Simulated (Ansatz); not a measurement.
Working through a rigid scan of one bond length of CH₄BGeI, SMILES [I][GeH]1[BH][CH2]1

With Ansatz's Python interface.

Contents of `ch4bgei.xyz`:
```text
8

I    -2.36910    1.51860   -0.96630
Ge   -0.07170    0.60630   -0.91220
B     0.28840    0.07470    1.10880
C     0.22100   -0.98180   -0.00850
H     1.15340    1.45020   -1.37200
H     0.50330    0.37850    2.25160
H     1.11120   -1.53130   -0.24370
H    -0.74440   -1.57230    0.08650
```

Run as a notebook:

In [1]:
```python
import ansatz as az
import numpy as np
```

In [2]:
```python
mol = az.Crystal.molecule_from_extxyz('ch4bgei.xyz')

symbols = [site.symbol for site in mol.cartesian_sites]
start = np.array([site.position_ang for site in mol.cartesian_sites])
axis = (start[0] - start[1]) / np.linalg.norm(start[0] - start[1])
moving = [0]
lengths, energies = [2.176, 2.275, 2.374, 2.473, 2.571, 2.67, 2.769, 2.918], []
for length in lengths:
    xyz = start.copy()
    xyz[moving] += (length - np.linalg.norm(start[0] - start[1])) * axis
    point = az.Crystal.molecule()
    for symbol, xyz in zip(symbols, xyz):
        point = point.atom(symbol, xyz.tolist())
    base = point.calculation().basis(gaussian='def2-SVP').functional('pbe0')
    rep = base.run(threads=1).report
    energies.append(rep['free_energy_ev'])
    print(f'r = {length:6.3f} A  E = {energies[-1]:.5f} eV  <S^2> = {abs(rep["mean_field"]["state"]["spin_squared"]):.3f}')
```
```text
r =  2.176 A  E = -66377.23521 eV  <S^2> = 0.000
r =  2.275 A  E = -66377.82217 eV  <S^2> = 0.000
r =  2.374 A  E = -66378.13182 eV  <S^2> = 0.000
r =  2.473 A  E = -66378.24857 eV  <S^2> = 0.000
r =  2.571 A  E = -66378.23369 eV  <S^2> = 0.000
r =  2.670 A  E = -66378.13000 eV  <S^2> = 0.000
r =  2.769 A  E = -66377.96829 eV  <S^2> = 0.000
r =  2.918 A  E = -66377.66281 eV  <S^2> = 0.000
```

In [3]:
```python
# quartic fit about the minimum
fit = np.polynomial.Polynomial.fit(lengths, np.array(energies) - min(energies), 4).convert()
roots = [r.real for r in fit.deriv().roots() if abs(r.imag) < 1e-9 and fit.deriv(2)(r.real) > 0]
r_e = min(roots, key=lambda r: abs(r - lengths[int(np.argmin(energies))]))
print(f'minimum of the fit at {r_e:.4f} A, force constant {fit.deriv(2)(r_e):.2f} eV/A^2')
```
```text
minimum of the fit at 2.5052 A, force constant 11.85 eV/A^2
```

Notes:
- Total energies depend on the basis set; only differences at equal settings carry meaning.
- The rest of the molecule is held rigid at a force-field or estimated start geometry, and the basis set is modest; single-reference methods fail as a bond breaks.
- def2 sets replace the cores of elements past krypton by effective core potentials.
- The orbitals are restricted, so S² is zero by construction.
- Timing: 36 s on 1 thread of Intel(R) Xeon(R) Platinum 8375C CPU @ 2.90GHz (Ice Lake) (shared host), peak memory 0.33 GiB.

(Lines on the test bed's own set-up are left out of the output.)
